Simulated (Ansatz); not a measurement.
# Zr3Cd2: the cost of one run

Program: Ansatz 0.2.0. Level of theory: DFT PBEsol, scalar-relativistic, plane waves, PAW. These are calculated values, not measurements.

2 further runs of the same task are left out: 2 set aside as unsound or not needed. Runs told in other sessions of the task aren't counted.

### Step 1. The starting structure

Symmetry: P4/mmm, No. 123, tetragonal system. Conventional cell: a = 5.502 Å, b = 5.502 Å, c = 5.091 Å, α = 90.00°, β = 90.00°, γ = 90.00°. Zr (site symmetry mmm) has 2 Cd at 2.75 Å and 2 Zr at 2.75 Å in its first shell of neighbours. Around Zr (site symmetry 4/mmm) lie 4 Zr at 2.75 Å. Cd (site symmetry 4/mmm) has 2 Cd at 2.55 Å in its first shell of neighbours. Around Cd (site symmetry 4/mmm) lie 2 Cd at 2.55 Å and 4 Zr at 2.75 Å.

Coordinates:

```cif
data_structure
_symmetry_space_group_name_H-M 'P 1'
_symmetry_Int_Tables_number 1
_cell_length_a 5.5016
_cell_length_b 5.0907
_cell_length_c 5.5018
_cell_angle_alpha 90.000
_cell_angle_beta 90.000
_cell_angle_gamma 90.000
_cell_volume 154.09
loop_
_atom_site_label
_atom_site_type_symbol
_atom_site_fract_x
_atom_site_fract_y
_atom_site_fract_z
_atom_site_occupancy
Zr1 Zr 0.00000 0.00000 0.50000 1
Zr2 Zr 0.50000 0.00000 0.00000 1
Zr3 Zr 0.00000 0.00000 0.00000 1
Cd1 Cd 0.50000 0.50000 0.50000 1
Cd2 Cd 0.50000 0.00000 0.50000 1
```

This cell was relaxed beforehand with the same method: volume 30.82 Å³/atom, gap on the mesh none (metal).

### Step 2. Bands, states and charges

The input, input.yaml:

```yaml
crystal:
  lattice:
    - [5.5016498036, 0.0, 0.0]
    - [0.0, 5.0907406348, 0.0]
    - [0.0, 0.0, 5.5018254763]
  atoms:
    - { symbol: Zr, position: [0.0, 0.0, 0.5] }
    - { symbol: Zr, position: [0.5, 0.0, 0.0] }
    - { symbol: Zr, position: [0.0, 0.0, 0.0] }
    - { symbol: Cd, position: [0.5, 0.5, 0.5] }
    - { symbol: Cd, position: [0.5, 0.0, 0.5] }
basis:
  ecutwfc: 420
kpoints:
  mp_grid: { grid: [8, 8, 8] }
  band_path:
    path:
      - [[0.0, 0.0, 0.0], [0.0, 0.0, -0.50000798], [-0.49999202, 0.0, -0.50000798], [0.0, 0.0, 0.0], [0.0, -0.5, 0.0], [0.0, -0.5, -0.50000798], [-0.49999202, -0.5, -0.50000798], [0.0, -0.5, 0.0]]
      - [[0.0, 0.0, -0.50000798], [0.0, -0.5, -0.50000798]]
      - [[-0.49999202, 0.0, -0.50000798], [-0.49999202, -0.5, -0.50000798]]
    npoints: 14
hamiltonian:
  xc: pbesol
scf:
  occupations: { method: gaussian, width: 0.1 }
  n_extra_bands: 12
output:
  forces: true
  stress: true
  eigenvalues: true
  populations: true
  dos: { projected: true, de: 0.02, nscf_kmesh: { grid: [12, 12, 12] } }
  bader: true
  write_density: true
  write_potential: true
  elf: true
  volumetric_format: npy
```

Started as:

```bash
$ ansatz run input.yaml --threads 1 --pin off --max-ram 2560MiB --backend cpu --events-out ev --progress --plain --runs-dir out
```

What time and memory should one allow on 1 thread of Oxide Virtual Turin-like (Zen 5), shared host?

About 2.7 min, with a peak of 1.6 GiB.
